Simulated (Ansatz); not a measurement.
Nudged elastic band run: CuSi$_{16}$, charge +1

Input file:

```yaml
crystal:
  lattice:
    - [0.0, 5.43, 5.43]
    - [5.43, 0.0, 5.43]
    - [5.43, 5.43, 0.0]
  atoms:
    - { symbol: Si, position: [0.00449935, -0.00523724, 0.00538232] }
    - { symbol: Si, position: [0.11905791, 0.1220609, 0.13950557] }
    - { symbol: Si, position: [-0.00281377, -0.00846531, 0.51387557] }
    - { symbol: Si, position: [0.13284051, 0.12465559, 0.61749258] }
    - { symbol: Si, position: [-0.00436265, 0.49511691, 0.01282574] }
    - { symbol: Si, position: [0.11878105, 0.6189957, 0.13874705] }
    - { symbol: Si, position: [-0.00289587, 0.49701911, 0.51313876] }
    - { symbol: Si, position: [0.12010653, 0.61964001, 0.63938896] }
    - { symbol: Si, position: [0.49499821, -0.00520197, 0.00587642] }
    - { symbol: Si, position: [0.63593726, 0.13657741, 0.09167236] }
    - { symbol: Si, position: [0.51244921, 0.01222597, 0.46288791] }
    - { symbol: Si, position: [0.62485497, 0.12463371, 0.61772256] }
    - { symbol: Si, position: [0.49455616, 0.50515575, 0.00537362] }
    - { symbol: Si, position: [0.6226148, 0.61896519, 0.13938426] }
    - { symbol: Si, position: [0.49201408, 0.49696756, 0.51375235] }
    - { symbol: Si, position: [0.62471038, 0.63276384, 0.61768484] }
    - { symbol: Cu, position: [0.38852047, 0.88954357, 0.83411483] }
total_charge: 1
basis:
  ecutwfc: 420.0
kpoints:
  mp_grid: { grid: [2, 2, 2] }
hamiltonian:
  xc: pbe
  pseudopotentials: { kind: paw, azcp: { folder: soft_1 } }
scf:
  occupations: { method: fermi_dirac, width: 0.05 }
  lower_state_search: "off"
neb:
  images: 3
  f_tol: 0.03
  initial_path: idpp
  max_iterations: 80
  optimiser: fire
  spring: 2.0
  final_atoms:
    - { symbol: Si, position: [0.00430277, -0.01473448, 0.00510026] }
    - { symbol: Si, position: [0.12691831, 0.11170173, 0.12793257] }
    - { symbol: Si, position: [-0.00745189, 0.00748161, 0.50018535] }
    - { symbol: Si, position: [0.1276261, 0.11171648, 0.63332222] }
    - { symbol: Si, position: [0.00564609, 0.4861334, 0.0058681] }
    - { symbol: Si, position: [0.12883884, 0.61169885, 0.13014521] }
    - { symbol: Si, position: [0.00570952, 0.48625762, 0.50300431] }
    - { symbol: Si, position: [0.12109077, 0.61942481, 0.63020755] }
    - { symbol: Si, position: [0.49931871, 0.00808515, -0.00726343] }
    - { symbol: Si, position: [0.63241029, 0.1115737, 0.12864534] }
    - { symbol: Si, position: [0.50004536, 0.00710562, 0.50095935] }
    - { symbol: Si, position: [0.61220292, 0.1629402, 0.61309307] }
    - { symbol: Si, position: [0.50177264, 0.4860305, 0.00654098] }
    - { symbol: Si, position: [0.62978236, 0.62035435, 0.11986508] }
    - { symbol: Si, position: [0.48944593, 0.53440409, 0.48832976] }
    - { symbol: Si, position: [0.63002149, 0.61946521, 0.63114307] }
    - { symbol: Cu, position: [0.73769196, 0.79209015, 0.73539287] }
  order_check: true
```

Command:

```bash
$ ansatz run input.yaml --threads 1 --pin off --max-ram 3072MiB --backend cpu --events-out ev --progress --plain --runs-dir out
```

Output, in part (warnings, iteration lines):

```
NEB end point (image 0): max|allowed force component| = 1.832e-2 eV/Å (the criterion of neb.relax_end_points is 1.000e-2)
NEB end point (image 4): max|allowed force component| = 2.208e-2 eV/Å (the criterion of neb.relax_end_points is 1.000e-2)
NEB iter   1: max|band force component| = 8.000e-1 eV/Å  barrier→ = 0.3083 eV  barrier← = 0.3081 eV  Δτ_max = 0.0173 Å  (49 SCF iters)
NEB iter   2: max|band force component| = 5.473e-1 eV/Å  barrier→ = 0.2311 eV  barrier← = 0.2309 eV  Δτ_max = 0.0289 Å  (20 SCF iters)
NEB iter   3: max|band force component| = 3.488e-1 eV/Å  barrier→ = 0.1554 eV  barrier← = 0.1552 eV  CI = image 2  Δτ_max = 0.0296 Å  (21 SCF iters)
NEB iter   4: max|band force component| = 3.337e-1 eV/Å  barrier→ = 0.1447 eV  barrier← = 0.1445 eV  CI = image 2  Δτ_max = 0.0019 Å  (22 SCF iters)
NEB iter   5: max|band force component| = 3.046e-1 eV/Å  barrier→ = 0.1407 eV  barrier← = 0.1405 eV  CI = image 2  Δτ_max = 0.0037 Å  (15 SCF iters)
NEB iter   6: max|band force component| = 2.595e-1 eV/Å  barrier→ = 0.1338 eV  barrier← = 0.1336 eV  CI = image 2  Δτ_max = 0.0051 Å  (15 SCF iters)
NEB iter   7: max|band force component| = 2.367e-1 eV/Å  barrier→ = 0.1261 eV  barrier← = 0.1259 eV  CI = image 2  Δτ_max = 0.0059 Å  (16 SCF iters)
NEB iter   8: max|band force component| = 2.073e-1 eV/Å  barrier→ = 0.1193 eV  barrier← = 0.1191 eV  CI = image 2  Δτ_max = 0.0061 Å  (18 SCF iters)
NEB iter   9: max|band force component| = 1.732e-1 eV/Å  barrier→ = 0.1147 eV  barrier← = 0.1145 eV  CI = image 2  Δτ_max = 0.0060 Å  (18 SCF iters)
NEB iter  10: max|band force component| = 2.040e-1 eV/Å  barrier→ = 0.1118 eV  barrier← = 0.1116 eV  CI = image 2  Δτ_max = 0.0066 Å  (18 SCF iters)
NEB iter  11: max|band force component| = 2.460e-1 eV/Å  barrier→ = 0.1089 eV  barrier← = 0.1087 eV  CI = image 2  Δτ_max = 0.0081 Å  (18 SCF iters)
NEB iter  12: max|band force component| = 2.464e-1 eV/Å  barrier→ = 0.1040 eV  barrier← = 0.1038 eV  CI = image 2  Δτ_max = 0.0099 Å  (18 SCF iters)
NEB iter  13: max|band force component| = 2.082e-1 eV/Å  barrier→ = 0.0958 eV  barrier← = 0.0956 eV  CI = image 2  Δτ_max = 0.0123 Å  (17 SCF iters)
NEB iter  14: max|band force component| = 1.475e-1 eV/Å  barrier→ = 0.0850 eV  barrier← = 0.0848 eV  CI = image 2  Δτ_max = 0.0144 Å  (18 SCF iters)
NEB iter  15: max|band force component| = 1.139e-1 eV/Å  barrier→ = 0.0748 eV  barrier← = 0.0746 eV  CI = image 2  Δτ_max = 0.0154 Å  (19 SCF iters)
NEB iter  16: max|band force component| = 1.429e-1 eV/Å  barrier→ = 0.0671 eV  barrier← = 0.0669 eV  CI = image 2  Δτ_max = 0.0184 Å  (18 SCF iters)
NEB iter  17: max|band force component| = 1.506e-1 eV/Å  barrier→ = 0.0590 eV  barrier← = 0.0588 eV  CI = image 2  Δτ_max = 0.0202 Å  (18 SCF iters)
NEB iter  18: max|band force component| = 1.006e-1 eV/Å  barrier→ = 0.0489 eV  barrier← = 0.0487 eV  CI = image 2  Δτ_max = 0.0208 Å  (18 SCF iters)
NEB iter  19: max|band force component| = 1.039e-1 eV/Å  barrier→ = 0.0417 eV  barrier← = 0.0415 eV  CI = image 2  Δτ_max = 0.0238 Å  (19 SCF iters)
NEB iter  20: max|band force component| = 1.213e-1 eV/Å  barrier→ = 0.0386 eV  barrier← = 0.0384 eV  CI = image 2  Δτ_max = 0.0263 Å  (21 SCF iters)
NEB iter  21: max|band force component| = 8.079e-2 eV/Å  barrier→ = 0.0366 eV  barrier← = 0.0364 eV  CI = image 2  Δτ_max = 0.0007 Å  (20 SCF iters)
NEB iter  22: max|band force component| = 7.115e-2 eV/Å  barrier→ = 0.0363 eV  barrier← = 0.0361 eV  CI = image 2  Δτ_max = 0.0012 Å  (12 SCF iters)
NEB iter  23: max|band force component| = 5.334e-2 eV/Å  barrier→ = 0.0359 eV  barrier← = 0.0357 eV  CI = image 2  Δτ_max = 0.0017 Å  (15 SCF iters)
NEB iter  24: max|band force component| = 4.229e-2 eV/Å  barrier→ = 0.0355 eV  barrier← = 0.0353 eV  CI = image 2  Δτ_max = 0.0021 Å  (15 SCF iters)
NEB iter  25: max|band force component| = 3.482e-2 eV/Å  barrier→ = 0.0354 eV  barrier← = 0.0352 eV  CI = image 2  Δτ_max = 0.0004 Å  (15 SCF iters)
NEB iter  26: max|band force component| = 3.327e-2 eV/Å  barrier→ = 0.0354 eV  barrier← = 0.0352 eV  CI = image 2  Δτ_max = 0.0008 Å  (12 SCF iters)
NEB iter  27: max|band force component| = 3.052e-2 eV/Å  barrier→ = 0.0353 eV  barrier← = 0.0351 eV  CI = image 2  Δτ_max = 0.0011 Å  (12 SCF iters)
NEB iter  28: max|band force component| = 2.853e-2 eV/Å  barrier→ = 0.0353 eV  barrier← = 0.0351 eV  CI = image 2  Δτ_max = 0.0123 Å  (12 SCF iters)
NEB iter  29: max|band force component| = 3.104e-2 eV/Å  barrier→ = 0.0345 eV  barrier← = 0.0343 eV  CI = image 2  Δτ_max = 0.0260 Å  (6 SCF iters)
NEB iter  30: max|band force component| = 2.211e-2 eV/Å  barrier→ = 0.0345 eV  barrier← = 0.0343 eV  CI = image 2  CI's point: of a kind that is not told: the force calls were inconclusive, a negative curvature could not be distinguished from the path's own, the only one lies far off the path, or fixed occupations may fill a level only in part  Δτ_max = 0.0000 Å  (279 SCF iters)
```

The forces met the threshold. The band force fell under the threshold earlier too, but the program's further tests of the path sent the band on. A structure lower than the first end lies on the path between it and the top, so the climb from that side starts below the end, which may itself be a saddle point or a shallow side well. A structure lower than the last end lies on the path between it and the top, so the climb from that side starts below the end, which may itself be a saddle point or a shallow side well. By the program's own check the climbing image is of a kind that is not told: the force calls were inconclusive, a negative curvature could not be distinguished from the path's own, the only one lies far off the path, or fixed occupations may fill a level only in part (lowest curvatures found: -0.62 and 0.23 eV/Å²). Limits of this set-up: coarse k mesh, a small cell, in which the defect meets its images, charged cell in a uniform background, uncorrected.

Final band (atoms are numbered from 1 in the order of the input):

```tsv
image	path coordinate (Å)	energy (eV)	Si1–Cu17 (Å)	Si4–Cu17 (Å)	Si13–Cu17 (Å)
0	0.00	0.000	2.42	2.57	2.43
1	0.66	-0.011	2.66	3.05	2.35
2	1.32	0.035	3.30	3.52	2.36
3	1.99	-0.011	4.06	4.02	2.52
4	2.67	0.000	4.59	4.32	2.96
```

Time of the run: 13 min on 1 thread of Arm Neoverse V2, with other jobs on the host, peak memory 0.81 GiB.
